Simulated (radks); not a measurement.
# Pd³⁺ in [Kr] 4d6.5 5d0.5: an all-electron calculation

An exercise on one series of results from a longer session: the logs are not shown, and one member is left open.

Method: Dirac Kohn-Sham, exchange-only PBE, spin-unpolarised, spherical densities, finite nucleus; open shells are shared between the two j in proportion to 2j + 1. Code: radks (a radial shooting solver on a logarithmic mesh, Libxc functionals) version 1.

**What is computed**

| Item | Value |
| --- | --- |
| element | palladium (Z = 46) |
| charge | +3 |
| electrons | 43 |
| configuration | [Kr] 4d6.5 5d0.5 |
| nuclear rms radius | 4.5318 fm |

The first run:

Input:

```text
Z 46
configuration [Kr] 4d6.5 5d0.5
relativity Dirac
functional pbe,
spin unpolarised
j_filling average
nucleus finite rms 4.5318 fm
c 137.035999084
```

Steps of the session up to this table: Self-consistent calculation.

One of the session's tables, all rows but one given; the rest of the session is left out.

It belongs to the step «Radial structure». Radial moments (bohr):

| level | <r> | outermost maximum (interpolated) | 90 % within | nodes |
| --- | --- | --- | --- | --- |
| 1s1/2 | 0.03185 | 0.0207 | 0.0571 | 0 |
| 2s1/2 | 0.1380 | 0.117 | 0.214 | 1 |
| 2p1/2 | 0.1171 | 0.0905 | 0.192 | 0 |
| 2p3/2 | 0.1221 | 0.0947 | 0.199 | 0 |
| 3s1/2 | 0.3791 | 0.342 | 0.559 | 2 |
| 3p1/2 | 0.3712 | 0.328 | 0.560 | 1 |
| 3p3/2 | 0.3820 | 0.338 | 0.575 | 1 |
| 3d3/2 | 0.3555 | 0.281 | 0.564 | 0 |
| 3d5/2 | 0.3590 | 0.283 | 0.569 | 0 |
| 4s1/2 | 0.9353 | 0.849 | 1.36 | 3 |
| 4p1/2 | 1.0000 | 0.888 | 1.47 | 2 |
| 4p3/2 | 1.028 | 0.912 | 1.51 | 2 |
| 4d3/2 | 1.281 | 1.04 | 1.98 | 1 |
| 4d5/2 | 1.294 | 1.05 | 2.00 | 1 |
| 5d3/2 | 3.820 | 3.44 | 5.55 | 2 |
| 5d5/2 | ? | ? | ? | ? |

Estimate the missing values for 5d5/2.

**Answer.** <r>: 3.841; outermost maximum (interpolated): 3.46; 90 % within: 5.57; nodes: 2. In the column «<r>» it is the highest.
